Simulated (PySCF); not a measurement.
# FGeH3 (Germyl Fluoride): the cost of one run

Computed with PySCF 2.14.0 and routines of our own; the level stands in each step. Atoms count from 0.

## Step 1: The system as given

5 atoms, charge 0, multiplicity 1; geometry from: GFN2-xTB.

## Step 2: Optimising the geometry at PBE0-D3(BJ)/def2-SVP

The job: settings as JSON, then the geometry in Å.

```
{"job": {"xc": "PBE0", "basis": "def2-SVP", "d3": "d3bj", "grid": 1, "maxiter": 30, "shake": 0.01, "kind": "geom"}, "charge": 0, "multiplicity": 1}
F      1.593750    -0.145090     0.248070
Ge    -0.140830     0.006520    -0.027330
H     -0.745140    -0.444230     1.261000
H     -0.295570     1.462660    -0.331260
H     -0.378640    -0.913840    -1.188370
```

Launch:

```console
$ OMP_NUM_THREADS=1 python heavy_run.py task.json out
```

This one command runs all jobs of the session in turn.

Q: Estimate the wall time and peak memory of this first job on 1 thread of Arm Neoverse V1, shared host.

About 4.1 s, with a peak of 0.28 GiB.
